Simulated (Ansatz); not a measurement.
# B4O2Pb: the cost of one run

Program: Ansatz 0.2.0. Level of theory: the levels named in each step. These are calculated values, not measurements.

### Step 1. The structure to begin with

Bond lengths: O1–B2 1.218 Å, B2–B3 1.605 Å, B3–B4 1.605 Å, B4–O5 1.218 Å, B3–B6 1.538 Å, B6–Pb7 2.194 Å. Angles: O1–B2–B3 179.2°, B2–B3–B4 117.8°, B2–B3–B6 121.1°, B4–B3–B6 121.1°, B3–B4–O5 179.2°, B3–B6–Pb7 180.0°.

As a file:

```xyz
7

O    -4.4981   -0.7501   -1.0951
B    -3.5373   -0.0123   -0.9645
B    -2.2591    0.9413   -0.7853
B    -2.4377    2.5019   -1.1138
O    -2.5565    3.6896   -1.3586
B    -0.9071    0.3779   -0.3152
Pb    1.0217   -0.4258    0.3553
```

### Step 2. A rough first relaxation, PBE-D4/def2-SVPD

Contents of input.yaml:

```yaml
crystal:
  periodic: [false, false, false]
  atoms:
    - { symbol: O, position_ang: [-4.49808, -0.75011, -1.0951] }
    - { symbol: B, position_ang: [-3.53727, -0.01231, -0.96448] }
    - { symbol: B, position_ang: [-2.25914, 0.94125, -0.78535] }
    - { symbol: B, position_ang: [-2.43774, 2.50194, -1.11375] }
    - { symbol: O, position_ang: [-2.55653, 3.68957, -1.35864] }
    - { symbol: B, position_ang: [-0.90705, 0.37785, -0.31524] }
    - { symbol: Pb, position_ang: [1.02167, -0.42575, 0.35535] }
magnetization:
  spin_polarized: true
  initial_magnetization: 1
total_charge: -1
basis:
  gaussian: { orbitals: def2-SVPD }
hamiltonian:
  xc: pbe
  dispersion: d4
relax:
  f_tol: 0.03
  max_steps: 200
```

The run is started by

```bash
ansatz run input.yaml --threads 8 --pin off --max-ram 22528MiB --backend cpu --events-out ev --progress --plain --runs-dir out
```

What time and memory should one allow on 8 threads of AMD EPYC 7R43 (Zen 3), shared host?

About 13 s, with a peak of 0.5 GiB.
